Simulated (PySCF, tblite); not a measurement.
**C3H10O2Si3: geometry, infrared bands and NMR shifts**

Aim: predict the infrared bands and NMR shifts of C3H10O2Si3 (`O=C[SiH2]C([SiH3])([SiH3])C=O`).

Computed with tblite 0.8.0 and PySCF 2.14.0, with density-fitted response routines of our own, on a single molecule in the gas phase. Atoms count from 0, in the outputs and in this text.

**1. The molecule as given**

18 atoms, charge 0, multiplicity 1; geometry from: force field or distance geometry start.

Bonds of the start (Å): O0–C1 1.25, C1–Si2 1.82, Si2–C3 1.88, C3–Si4 1.85, C3–Si5 1.86, C3–C6 1.50, C6–O7 1.24, C1–H8 1.09, Si2–H9 1.45, Si2–H10 1.49, Si4–H11 1.45, Si4–H12 1.49, Si4–H13 1.47, Si5–H14 1.48, Si5–H15 1.47, Si5–H16 1.47, C6–H17 1.09.

**2. Relaxing the molecule with GFN2-xTB**

The job: settings as JSON, then the geometry in Å.

```
{"job": {"kind": "relax", "xc": "GFN2-xTB", "basis": "xTB"}, "charge": 0, "multiplicity": 1}
O      3.459600    -1.172100    -0.053800
C      2.377400    -0.582700     0.159800
Si     1.005200    -0.617900    -1.031400
C     -0.517800     0.020900    -0.139200
Si    -0.834600    -0.805500     1.488900
Si    -0.286900     1.860400    -0.013100
C     -1.705900    -0.242100    -1.015000
O     -2.629900    -0.961300    -0.619300
H      2.241600    -0.041800     1.097400
H      0.794900    -1.902500    -1.674200
H      1.292800     0.458600    -2.020700
H     -0.964900     0.091200     2.618100
H      0.202700    -1.805200     1.858500
H     -2.081200    -1.589600     1.415600
H      1.008900     2.254400    -0.611800
H     -0.310000     2.347000     1.373400
H     -1.326000     2.483600    -0.844300
H     -1.734700     0.211000    -2.000600
```

The run is started by

```bash
OMP_NUM_THREADS=1 python probes_run.py task.json out
```

One launch serves the whole session: the jobs run in the order shown.

**Question.** This job is followed by: GFN2-xTB harmonic vibrations, gas phase; GIAO PBE0/pcSseg-1 NMR shielding, non-relativistic, gas phase. Predict these results of the whole session: strongest single infrared mode (GFN2-xTB); zero-point energy (GFN2-xTB); 13C shifts against TMS (PBE0/pcSseg-1); 1H shifts against TMS (PBE0/pcSseg-1, means over atoms taken as alike); 17O shifts against H2O (PBE0/pcSseg-1); 29Si shifts against TMS (PBE0/pcSseg-1, means over atoms taken as alike).

**Answer**, as computed:

| quantity | value |
| --- | --- |
| strongest single infrared mode (GFN2-xTB) | 1695 cm⁻¹, 436 km/mol |
| zero-point energy (GFN2-xTB) | 67.5 kcal/mol |
| 13C shifts against TMS (PBE0/pcSseg-1) | 242.7, 206.8, 28.2 ppm |
| 1H shifts against TMS (PBE0/pcSseg-1, means over atoms taken as alike) | 12.27, 9.62, 4.34, 4.15 ppm |
| 17O shifts against H2O (PBE0/pcSseg-1) | 970.4, 678.9 ppm |
| 29Si shifts against TMS (PBE0/pcSseg-1, means over atoms taken as alike) | -57.8, -75.5 ppm |

Relaxing lowered the energy by 0.882 eV in 250 steps; the close pair that moved most is C1–Si2, from 1.817 to 1.917 Å. No mode is imaginary among the 48: a minimum at this level. The strongest single mode, at 1695 cm⁻¹, moves mainly C6 and O7. Unscaled tight-binding wavenumbers are off by several per cent, some by more. Its intensities can rank the bands wrongly. At PBE0/pcSseg-1: The widest tensor belongs to O0: span 2138 ppm, with a paramagnetic part of -1031 ppm.
